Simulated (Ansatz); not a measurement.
# W: the cost of one run

Computed with Ansatz 0.2.0 (DFT r2SCAN, scalar-relativistic, plane waves, PAW, unless a step's input says otherwise).

**1. The starting structure**

Symmetry: Cmce, No. 64, orthorhombic system. Conventional cell: a = 3.167 Å, b = 10.045 Å, c = 4.190 Å, α = 90.00°, β = 90.00°, γ = 90.00°. W (site symmetry m) has 3 W at 2.07 to 2.11 Å as nearest neighbours.

Structure file:

```cif
data_structure
_symmetry_space_group_name_H-M 'P 1'
_symmetry_Int_Tables_number 1
_cell_length_a 5.2663
_cell_length_b 5.2663
_cell_length_c 4.1903
_cell_angle_alpha 90.000
_cell_angle_beta 90.000
_cell_angle_gamma 145.006
_cell_volume 66.65
loop_
_atom_site_label
_atom_site_type_symbol
_atom_site_fract_x
_atom_site_fract_y
_atom_site_fract_z
_atom_site_occupancy
W1 W 0.09800 0.90200 0.91000 1
W2 W 0.59800 0.40200 0.59000 1
W3 W 0.90200 0.09800 0.09000 1
W4 W 0.40200 0.59800 0.41000 1
```

(A quick probe on a coarse mesh, which set the mesh and smearing, is not shown.)

**3. Rough relaxation on the coarse mesh**

File input.yaml:

```yaml
crystal:
  lattice:
    - [1.5833182685, -5.0226108215, 0.0]
    - [1.5833182685, 5.0226108215, 0.0]
    - [0.0, 0.0, 4.1902924568]
  atoms:
    - { symbol: W, position: [0.098, 0.902, 0.91] }
    - { symbol: W, position: [0.598, 0.402, 0.59] }
    - { symbol: W, position: [0.902, 0.098, 0.09] }
    - { symbol: W, position: [0.402, 0.598, 0.41] }
basis:
  ecutwfc: 500
kpoints:
  mp_grid: { grid: [6, 6, 4] }
hamiltonian:
  xc: r2scan
scf:
  occupations: { method: gaussian, width: 0.1 }
  lower_state_search: "off"
output:
  forces: true
  stress: true
  eigenvalues: true
relax:
  adjacent_minimum: "off"
  f_tol: 0.04
  max_steps: 70
  cell: { stress_tol: 0.4 }
```

Q: Estimate wall time and peak memory on 4 threads of an x86-64 CPU, shared host.

About 21 s, with a peak of 0.73 GiB.
